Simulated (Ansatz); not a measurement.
This script for Ansatz 0.2.0 through its Python package starts 3 runs on Mn₃Si, space group P4/mmm. What input does the engine get in each?

The script, `xc_mn3si.py`:
```python
# -*- coding: utf-8 -*-
"""One structure of Mn3Si under several functionals."""

import csv

import ansatz as az

MESH = (10, 10, 5)
SMEARING = "fermi_dirac"
TOLERANCE = 1e-07
MAX_ITERATIONS = 80


def main():
    lattice = az.Lattice.of(
        (2.791201, 0.0, 0.0),
        (0.0, 2.791201, 0.0),
        (0.0, 0.0, 5.684334),
    )
    sites = [
        ("Mn", (0.0, 0.0, 0.746551)),
        ("Mn", (0.0, 0.0, 0.253449)),
        ("Mn", (0.5, 0.5, 0.0)),
        ("Si", (0.5, 0.5, 0.5)),
    ]
    system = az.Crystal(lattice=lattice)
    for symbol, position in sites:
        system = system.atom(symbol, position)
    system = system.moments(Mn=2.8)

    calc = system.calculation()
    calc = calc.pseudopotentials("nc")
    calc = calc.kpoints(*MESH, center="gamma")
    calc = calc.occupations(SMEARING)
    calc = calc.spin("collinear")
    calc = calc.scf(tolerance=TOLERANCE, max_iterations=MAX_ITERATIONS, self_checks="high")

    rows = []
    for value in ["pbesol", "lda", "blyp"]:
        report = calc.functional(value).run().report
        rows.append((value, report["free_energy_ev"] / len(report["lattice"]["sites"]), report["n_iterations"], report["magnetization_mub"], report["n_kpoints"]))

    with open("xc.csv", "w", newline="") as handle:
        writer = csv.writer(handle)
        writer.writerow(["functional", "F/atom (eV)", "iterations", "moment (muB)", "k-points"])
        writer.writerows([round(v, 5) if isinstance(v, float) else v for v in row] for row in rows)
    print(open("xc.csv").read())


if __name__ == "__main__":
    main()
```

Run 1:
```yaml
crystal:
  lattice:
    - [2.791201, 0.0, 0.0]
    - [0.0, 2.791201, 0.0]
    - [0.0, 0.0, 5.684334]
  atoms:
    - { symbol: Mn, position: [0.0, 0.0, 0.746551] }
    - { symbol: Mn, position: [0.0, 0.0, 0.253449] }
    - { symbol: Mn, position: [0.5, 0.5, 0.0] }
    - { symbol: Si, position: [0.5, 0.5, 0.5] }
kpoints:
  mp_grid:
    grid: [10, 10, 5]
    shift: [0.0, 0.0, 0.0]
hamiltonian:
  xc: pbesol
  pseudopotentials:
    kind: nc
magnetization:
  spin_polarized: true
  per_species:
    Mn: 2.8
scf:
  max_iter: 80
  self_checks: high
  convergence:
    dr2_threshold: 1.0e-07
  occupations:
    method: fermi_dirac
```

Run 2, against run 1:
```diff
-  xc: pbesol
+  xc: lda
```

Run 3, against run 1:
```diff
-  xc: pbesol
+  xc: blyp
```

`python xc_mn3si.py` gives:
```text
DeckWarning: basis.ecutwfc = 1306.14654 eV, auto-derived from the records' recommended cutoffs: set by Mn (normal level)
RunWarning: the starting moments were not kept: 2 of 3 ended reversed and 1 kept their direction, counting a site from 0.1 of the cell's largest site moment. The largest reversed, site 1 (counted from 0, in the order of the report's site_moments_mub), started with +2.8 μB and closes at -3.8e-1 μB in its sphere. The SCF closed on another magnetic arrangement than the starting moments describe; that does not show which of the two is lower. To try another start: change the starting moments [...]
functional,F/atom (eV),iterations,moment (muB),k-points
pbesol,-2249.22686,18,1.12261,63
lda,-2249.81829,18,0.95138,63
blyp,-2322.96606,18,1.10511,63
```
(Warnings from the package without file and line, shortened, repeats left out.)

Notes:
- The SCF didn't keep the moments it started from (some shrank, vanished or turned); what is printed is the state reached.
- Such functionals run on norm-conserving files made under PBE, which can move pressures by some GPa.
- BLYP can be off by several per cent in the lattices of metals, and by several GPa in the pressure at a fixed cell.
- The mesh is modest for a metal, so energies can be off by several to tens of meV an atom and pressures by half a GPa or more; differences at equal mesh fare better.
- This cell is a computed structure, which may not be the phase found in nature.
- Total energies of different functionals can't be compared; pressures, moments and gaps at this one structure can.
- Hardware and time: 3.7 min on 1 thread of Arm Neoverse V2 (shared host), peak memory 0.86 GiB.
